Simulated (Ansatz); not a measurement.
Here is an Ansatz input file for Ba₂TiO₄, space group P4/mmm. Write the same calculation for the Python package.

```yaml
crystal:
  lattice:
    - [3.982053, 0.0, 0.0]
    - [0.0, 3.982053, 0.0]
    - [0.0, 0.0, 8.788151]
  atoms:
    - { symbol: Ba, position: [0.0, 0.0, 0.725571] }
    - { symbol: Ba, position: [0.0, 0.0, 0.274429] }
    - { symbol: Ti, position: [0.5, 0.5, 0.5] }
    - { symbol: O, position: [0.0, 0.5, 0.5] }
    - { symbol: O, position: [0.5, 0.5, 0.726617] }
    - { symbol: O, position: [0.5, 0.5, 0.273383] }
    - { symbol: O, position: [0.5, 0.0, 0.5] }
basis:
  ecutwfc: 462.593566181796
kpoints:
  mp_grid:
    grid: [4, 4, 2]
hamiltonian:
  xc: lda
scf:
  occupations:
    method: fixed
output:
  dos:
    de: 0.05
    projected: true
```

`ba2tio4.py`:
```python
"""Single point of Ba2TiO4."""

from collections import Counter
import json

import ansatz
from ase.data import atomic_numbers
import numpy as np
from pymatgen.core import Structure
import spglib

lattice = ansatz.Lattice.of(
    (3.982053, 0.0, 0.0),
    (0.0, 3.982053, 0.0),
    (0.0, 0.0, 8.788151),
)
sites = [
    ("Ba", (0.0, 0.0, 0.725571)),
    ("Ba", (0.0, 0.0, 0.274429)),
    ("Ti", (0.5, 0.5, 0.5)),
    ("O", (0.0, 0.5, 0.5)),
    ("O", (0.5, 0.5, 0.726617)),
    ("O", (0.5, 0.5, 0.273383)),
    ("O", (0.5, 0.0, 0.5)),
]
ba2tio4 = ansatz.Crystal(lattice=lattice)
for symbol, position in sites:
    ba2tio4 = ba2tio4.atom(symbol, position)

# functional, basis and sampling
setup = ba2tio4.calculation()
setup = setup.occupations("fixed")
setup = setup.kpoints(4, 4, 2)
setup = setup.basis(17 * ansatz.Ha).functional("lda")
setup = setup.compute(density_of_states={"energy_step": 0.05, "projected": True})
outcome = setup.run(events_out="events.ndjson")
summary = outcome.report
with open("events.ndjson") as stream:
    kinds = Counter(json.loads(line)["event"] for line in stream)
print("events:", {kind: kinds[kind] for kind in ("scf_iter", "scf_done", "notice", "finished")})

for key in ("converged", "n_iterations", "n_electrons", "n_kpoints", "n_pw", "n_symmetry_ops", "free_energy_ev", "fermi_energy_ev"):
    print(f"{key:18s} {summary[key]}")

for term in (ansatz.EnergyTerm.SMEARING, ansatz.EnergyTerm.DISPERSION):
    print(f"F without {term.name.lower()}: {ansatz.free_energy_without(summary, term):.5f} eV")

spg_cell = (outcome.lattice.cell_ang, [s.position_frac for s in outcome.lattice.sites], [atomic_numbers[s.symbol] for s in outcome.lattice.sites])
# the group found depends on the tolerance
for tolerance in (1e-5, 1e-3, 1e-1):
    print(f"symprec {tolerance:g} A: {spglib.get_spacegroup(spg_cell, symprec=tolerance)}")
print("operations used by the run:", summary["n_symmetry_ops"])

# first and second moments of the projected d states
dos = outcome.density_of_states()
energy = np.asarray(dos.energies_ev) - dos.fermi_ev
window = (energy > -10) & (energy < 4)
for index, site in enumerate(outcome.projected_density_of_states().sites):
    for shell in site.shells:
        if shell.l == 2:
            g = sum(np.sum(part.g_bin_mean_per_ev, axis=0) for part in shell.curves)[window]
            if g.sum() > 1e-6:
                centre = (g * energy[window]).sum() / g.sum()
                width = np.sqrt((g * (energy[window] - centre) ** 2).sum() / g.sum())
                print(f"site {index} {site.species} {shell.label}: centre {centre:.3f} eV, rms width {width:.3f} eV")

final = Structure(outcome.lattice.cell_ang, [s.symbol for s in outcome.lattice.sites], [s.position_frac for s in outcome.lattice.sites])
print(final)
```

Running `python ba2tio4.py` prints:
```text
events: {'scf_iter': 9, 'scf_done': 1, 'notice': 2, 'finished': 1}
converged          True
n_iterations       9
n_electrons        56.0
n_kpoints          12
n_pw               3111
n_symmetry_ops     16
free_energy_ev     -16241.243790737806
fermi_energy_ev    6.282824701799271
F without smearing: -16241.24379 eV
F without dispersion: -16241.24379 eV
symprec 1e-05 A: P4/mmm (123)
symprec 0.001 A: P4/mmm (123)
symprec 0.1 A: P4/mmm (123)
operations used by the run: 16
site 2 Ti 3D: centre 1.391 eV, rms width 2.840 eV
Full Formula (Ba2 Ti1 O4)
Reduced Formula: Ba2TiO4
abc   :   3.982053   3.982053   8.788151
angles:  90.000000  90.000000  90.000000
pbc   :       True       True       True
Sites (7)
  #  SP      a    b         c
---  ----  ---  ---  --------
  0  Ba    0    0    0.725571
  1  Ba    0    0    0.274429
  2  Ti    0.5  0.5  0.5
  3  O     0    0.5  0.5
  4  O     0.5  0.5  0.726617
  5  O     0.5  0.5  0.273383
  6  O     0.5  0    0.5
```

Reading the output:
- Absolute energies stand on the zero of these potentials, so only differences at equal settings mean something. A total without «per atom» is that of the cell as typed.
- Spin is left out of this run.
- Semilocal gaps usually lie well under measured ones.
- Under fixed occupations the level called the Fermi level is the highest filled one on the SCF mesh; off the mesh a filled band can lie a little above it.
- An absolute Fermi energy rests on an arbitrary zero of the periodic potential and has no direct meaning.
- Projections exist only for the shells that the potentials hold, some of them semicore, and samples at single energies can miss narrow peaks.
- The empty d shell of the heavier alkali and alkaline-earth atoms, which makes much of a conduction band, may have no channel.
- The crystal has a gap of about 1.84 eV on the mesh; bins of finite width blur the band edges.
- This cell is a computed structure, which may not be the phase found in nature.
- The computed bands are complete only to about 4.7 eV above the Fermi level; beyond that the density of states is undercounted.
- A band centre counts only the states inside the window taken.
- Timing: 6.5 s on 1 thread of Arm Neoverse V1, with other jobs on the host, peak memory 0.46 GiB.

(Lines on the test bed's own set-up are left out of the output.)
